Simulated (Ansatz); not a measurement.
**WC (P-6m2): equation of state**

The task here is to estimate one member of a computed series from the others.

Program: Ansatz 0.2.0. Level of theory: DFT r²SCAN, scalar-relativistic, plane waves, PAW. These are calculated values, not measurements.

### Starting point

Symmetry: P-6m2, No. 187, hexagonal system. Conventional cell: a = 2.912 Å, b = 2.912 Å, c = 2.837 Å, α = 90.00°, β = 90.00°, γ = 120.00°. W (site symmetry -6m2) is surrounded by 6 C at 2.20 Å. C (site symmetry -6m2) is surrounded by 6 W at 2.20 Å.

Structure file:

```cif
data_structure
_symmetry_space_group_name_H-M 'P-6m2'
_symmetry_Int_Tables_number 187
_cell_length_a 2.9119
_cell_length_b 2.9119
_cell_length_c 2.8369
_cell_angle_alpha 90.000
_cell_angle_beta 90.000
_cell_angle_gamma 120.000
_cell_volume 20.83
loop_
_atom_site_label
_atom_site_type_symbol
_atom_site_symmetry_multiplicity
_atom_site_Wyckoff_symbol
_atom_site_fract_x
_atom_site_fract_y
_atom_site_fract_z
_atom_site_occupancy
W1 W 1 a 0.00000 0.00000 0.00000 1
C1 C 1 f 0.66667 0.33333 0.50000 1
```

This cell comes from an earlier session at r²SCAN: 10.416 Å³/atom at 0.01 GPa, on a 14×14×12 mesh.

Volume factors to run: 0.980, 1.020, 0.960, 1.040, 1.070.

Set-up of the first run:

The input, input.yaml:

```yaml
crystal:
  lattice:
    - [2.8923244521, 0.0, 0.0]
    - [-1.4461622261, 2.5048264515, 0.0]
    - [0.0, 0.0, 2.8179010458]
  atoms:
    - { symbol: W, position: [0.0, 0.0, 0.0] }
    - { symbol: C, position: [0.6666666667, 0.3333333333, 0.5] }
basis:
  ecutwfc: 500
  ecutrho_ratio: 4
kpoints:
  mp_grid: { grid: [14, 14, 12] }
hamiltonian:
  xc: r2scan
scf:
  occupations: { method: gaussian, width: 0.05 }
output:
  forces: true
  stress: true
  eigenvalues: true
relax:
  f_tol: 0.01
  max_steps: 40
  cell: { stress_tol: 0.1, fix: [volume] }
```

The run is started by

```sh
$ ansatz run input.yaml --threads 4 --pin off --max-ram 7168MiB --backend cpu --events-out ev --progress --plain --runs-dir out
```

Steps of the session up to this table: At 0.980 of the relaxed volume; Volume × 1.020; Scaling the volume by 0.960; At 1.040 of the relaxed volume; Scaling the volume by 1.070.

One table of the session follows, with a row left open; its other results are not shown here.

It belongs to the step «The fit». 

```
volume (Å³/atom)  energy (meV/atom)  pressure (GPa)
           9.999              22.49           17.88
          10.208               5.44            8.49
          10.416               0.00            0.01
          10.624                  ?               ?
          10.832              19.52          -14.51
          11.145              56.89          -23.55
```

Estimate the missing values for volume (Å³/atom) = 10.624.

Worked estimate for «energy (meV/atom)». A straight line through the neighbours (10.416, 0.00) and (10.832, 19.52) gives 0.00 + (19.52 − 0.00) × (10.624 − 10.416) / (10.832 − 10.416) = 9.76; a parabola fitted to 4 rows on both sides gives 5.25.

**Answer.** energy (meV/atom): 5.04; pressure (GPa): -7.63. In «energy (meV/atom)» the line misses by +4.72 and the parabola by +0.21.
